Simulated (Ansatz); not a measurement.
# BFH₂SSe, SMILES FB(S)[SeH]: a single point in a Gaussian basis

Computed with the Ansatz DFT code, driven from Python.

Notebook, run cell by cell (the value of a cell's last expression is shown):

In [1]:
```python
from pathlib import Path

import ansatz as az
```

In [2]:
```python
SETTINGS = {
    "basis": "cc-pVDZ",
    "functional": "PBE0",
}

GEOMETRY = """
F    -0.63650   -0.88240    1.52730
B    -0.13620   -0.20860    0.33940
S     1.64760    0.29710    0.29180
Se   -1.22710    0.15060   -1.26330
H     2.06880   -0.95930   -0.23570
H    -1.67460    1.53860   -0.70560
"""
```

In [3]:
```python
mol = az.Crystal.molecule()
for line in GEOMETRY.strip().splitlines():
    symbol, *xyz = line.split()
    mol = mol.atom(symbol, [float(v) for v in xyz])
```

In [4]:
```python
setup = (
    mol.calculation()
    .basis(gaussian=SETTINGS["basis"])
    .functional(SETTINGS["functional"])
    .orbitals()
)
out = setup.run(runs_dir="bfh2sse_runs")
report = out.report
```

In [5]:
```python
type(out).__name__, type(report).__name__
```
Out [5]:
```text
('RunOutcome', 'dict')
```

In [6]:
```python
print(f"E = {report['free_energy_ev']:.6f} eV = {report['free_energy_ev'] / 27.211386246:.7f} Ha")
print("converged:", report["converged"], " doubts:", report["published_state_doubts"] or "none")
```
```text
E = -79596.695747 eV = -2925.1246161 Ha
converged: True  doubts: none
```

In [7]:
```python
lines = Path(report["orbitals_path"]).read_text().splitlines()
field_of = lambda key: [line.split("=")[1].strip() for line in lines if line.startswith(key)]
orbitals = [(27.211386 * float(e), s, float(n)) for e, s, n in zip(field_of("Ene="), field_of("Spin="), field_of("Occup="))]
homo = max(e for e, _, n in orbitals if n > 0.5)
lumo = min(e for e, _, n in orbitals if n < 0.5)
for e, spin, n in sorted(orbitals):
    if homo - 6 < e < lumo + 5:
        print(f"{spin:6s} {e:10.3f} eV  occupation {n:.0f}")
```
```text
Alpha     -12.521 eV  occupation 2
Alpha     -12.444 eV  occupation 2
Alpha     -11.352 eV  occupation 2
Alpha     -10.460 eV  occupation 2
Alpha      -9.270 eV  occupation 2
Alpha      -7.948 eV  occupation 2
Alpha      -6.748 eV  occupation 2
Alpha      -2.389 eV  occupation 0
Alpha      -0.431 eV  occupation 0
Alpha       0.559 eV  occupation 0
Alpha       1.120 eV  occupation 0
```

Reading the output:
- Total energies depend on the basis set; only differences at equal settings carry meaning.
- The geometry is a force-field or estimated start, not a minimum of this method, and the basis set is short of its limit.
- Alpha marks a spatial orbital of a restricted run, filled by both spins.
- Levels such as HOMO and LUMO are orbital energies: with these approximate functionals they aren't the ionisation energy and electron affinity, and their gap isn't the fundamental gap.
- It ran for 3.8 s on 1 thread of Arm Neoverse V1, on a shared host, peak memory 0.23 GiB.
